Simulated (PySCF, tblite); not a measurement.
**C4H7FO2: geometry, infrared bands and NMR shifts**

What infrared bands and NMR shifts should C4H7FO2 (`COCCC(=O)F`) show?

The runs use tblite 0.8.0 and PySCF 2.14.0, with density-fitted response routines of our own; the level of theory stands in each step. All values are computed, except where a source is named. Atoms are numbered from 0 throughout.

### 1 The starting structure

14 atoms, charge 0, multiplicity 1; geometry from: force field or distance geometry start.

Bonds of the start (Å): C0–O1 1.41, O1–C2 1.44, C2–C3 1.50, C3–C4 1.48, C4–O5 1.22, C4–F6 1.35, C0–H7 1.10, C0–H8 1.10, C0–H9 1.09, C2–H10 1.10, C2–H11 1.10, C3–H12 1.11, C3–H13 1.10.

### 2 Geometry optimisation with GFN2-xTB

Job settings and geometry (Å):

```
{"job": {"kind": "relax", "xc": "GFN2-xTB", "basis": "xTB"}, "charge": 0, "multiplicity": 1}
C     -2.083400    -0.377700    -0.848600
O     -0.680600    -0.500700    -0.819400
C     -0.134400    -0.119100     0.460500
C      1.363800    -0.241900     0.397300
C      1.944600     0.888800    -0.364200
O      1.846800     2.069900    -0.065900
F      2.651400     0.603900    -1.478200
H     -2.377800     0.673100    -0.689800
H     -2.550500    -1.015900    -0.087900
H     -2.444500    -0.694900    -1.829300
H     -0.544700    -0.790100     1.223500
H     -0.455400     0.907000     0.692700
H      1.793100    -0.219500     1.420400
H      1.671000    -1.183400    -0.082900
```

Launch:

```bash
$ OMP_NUM_THREADS=1 python probes_run.py task.json out
```

The driver reads the jobs from task.json and runs them one after another.

**Question.** This job is followed by: GFN2-xTB harmonic vibrations, gas phase; GIAO PBE0/pcSseg-1 NMR shielding, non-relativistic, gas phase. What will the session give for the following? strongest single infrared mode (GFN2-xTB); zero-point energy (GFN2-xTB); 13C shifts against TMS (PBE0/pcSseg-1); 1H shifts against TMS (PBE0/pcSseg-1, means over atoms taken as alike); 17O shifts against H2O (PBE0/pcSseg-1); 19F shifts against CFCl3 (PBE0/pcSseg-1).

**Answer**, as computed:

```
                                                              quantity                        value
                             strongest single infrared mode (GFN2-xTB)        1885 cm⁻¹, 406 km/mol
                                          zero-point energy (GFN2-xTB)                66.9 kcal/mol
                                13C shifts against TMS (PBE0/pcSseg-1)  172.0, 70.8, 61.5, 36.4 ppm
1H shifts against TMS (PBE0/pcSseg-1, means over atoms taken as alike)         3.67, 3.55, 2.65 ppm
                                17O shifts against H2O (PBE0/pcSseg-1)              446.8, 26.9 ppm
                              19F shifts against CFCl3 (PBE0/pcSseg-1)                     58.1 ppm
```

Over 91 steps the energy fell by 0.185 eV; of the close pairs, C4–O5 changed most, 1.222 to 1.177 Å. No mode is imaginary among the 36: a minimum at this level. The strongest single mode, at 1885 cm⁻¹, moves mainly C4 and O5. GFN2-xTB is a fitted tight-binding method: band positions and strengths are rough. Its intensities can rank the bands wrongly. The most deshielded hydrogen is H10, H11 (mean) (hydrogen on an sp3 CH2 bonded to O), at 3.67 ppm: its carbon carries O, which withdraws density. At PBE0/pcSseg-1: The widest tensor belongs to O5: span 667 ppm, with a paramagnetic part of -514 ppm.
